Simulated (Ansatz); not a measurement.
# IrF: the cost of one run

Program: Ansatz 0.2.0. Level of theory: DFT PBE, scalar-relativistic, plane waves, PAW. These are calculated values, not measurements.

2 further runs of the same task are left out: 1 that didn't finish, 1 set aside as unsound or not needed.

## (1) The structure to begin with

It takes space group F-43m (No. 216, cubic). Conventional cell: a = 4.607 Å, b = 4.607 Å, c = 4.607 Å, α = 90.00°, β = 90.00°, γ = 90.00°. Around Ir (site symmetry -43m) lie 4 F at 1.99 Å. F (site symmetry -43m) has 4 Ir at 1.99 Å as nearest neighbours.

Structure file:

```
CELL_PARAMETERS angstrom
0.00000 2.30361 2.30361
2.30361 0.00000 2.30361
2.30361 2.30361 0.00000
ATOMIC_POSITIONS crystal
Ir 0.00000 0.00000 0.00000
F 0.25000 0.25000 0.25000
```

The cell is invented: species swapped into a database cell of AgO (F-43m, No. 216), with Ir on the Ag sites and F on the O sites. Lengths come from tabulated atomic sizes and are only a guess.

## (2) Probe: one point on a coarse mesh

Input file input.yaml:

```yaml
crystal:
  lattice:
    - [0.0, 2.30361251, 2.30361251]
    - [2.30361251, 0.0, 2.30361251]
    - [2.30361251, 2.30361251, 0.0]
  atoms:
    - { symbol: Ir, position: [0.0, 0.0, 0.0], spin: 1.0 }
    - { symbol: F, position: [0.25, 0.25, 0.25] }
basis:
  ecutwfc: 420
kpoints:
  mp_grid: { grid: [6, 6, 6] }
hamiltonian:
  xc: pbe
scf:
  occupations: { method: gaussian, width: 0.1 }
  lower_state_search: "off"
output:
  forces: true
  stress: true
  eigenvalues: true
  populations: true
magnetization:
  spin_polarized: true
```

On the command line:

```
> ansatz run input.yaml --threads 1 --pin off --max-ram 2560MiB --backend cpu --events-out ev --progress --plain --runs-dir out
```

What time and memory should one allow on 1 thread of Arm Neoverse V2, shared host?

About 2.6 s, with a peak of 0.26 GiB.
